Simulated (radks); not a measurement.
# Ionisation of Gd³⁺: one atom, several choices of relativity

One table from this session's results is given with a row withheld; the runs are named, their logs left out.

Method: Kohn-Sham, LDA (Slater exchange, Perdew-Wang correlation), spin-unpolarised, spherical densities. Code: radks (a radial shooting solver on a logarithmic mesh, Libxc functionals) version 1.

### What is computed

```
element       : gadolinium (Z = 64)
charge        : +3
electrons     : 61
configuration : [Xe] 4f7
ion           : Gd⁴⁺, [Xe] 4f6
choices       : non-relativistic; scalar-relativistic; Dirac, 2j+1 shares; Dirac, low j first; scalar-relativistic, finite nucleus; Dirac, 2j+1 shares, finite nucleus; Dirac, c × 10; Dirac, c × 3; Dirac, c × 5
```

Set-up of the first run:

Settings of this run:

```text
Z 64
configuration [Xe] 4f7 6s0 5d0
relativity non-relativistic
functional lda,pw
spin unpolarised
nucleus point
```

Among the steps run: non-relativistic: Gd³⁺.

One of the session's tables, all rows but one given; the rest of the session is left out.

It belongs to the step «non-relativistic: Gd³⁺». From the orbitals of this run (lengths in bohr):

| level | <r> | outermost maximum (interpolated) | 90 % within | nodes |
| --- | --- | --- | --- | --- |
| 4s | 0.5880 | 0.547 | 0.844 | 3 |
| 4p | ? | ? | ? | ? |
| 4d | 0.6364 | 0.559 | 0.955 | 1 |
| 5s | 1.407 | 1.27 | 2.02 | 4 |
| 5p | 1.563 | 1.38 | 2.27 | 3 |
| 4f | 0.8153 | 0.554 | 1.38 | 0 |
| 5d | 2.114 | 1.78 | 3.16 | 2 |
| 6s | 3.216 | 2.99 | 4.55 | 5 |

**Question.** Estimate the row for 4p.

**Answer.** <r>: 0.6016; outermost maximum (interpolated): 0.553; 90 % within: 0.874; nodes: 2. In the column «<r>» it lies between 4s (0.5880) and 4d (0.6364).

To keep in mind: Spin polarisation and multiplet splitting of open shells are left out at every level.
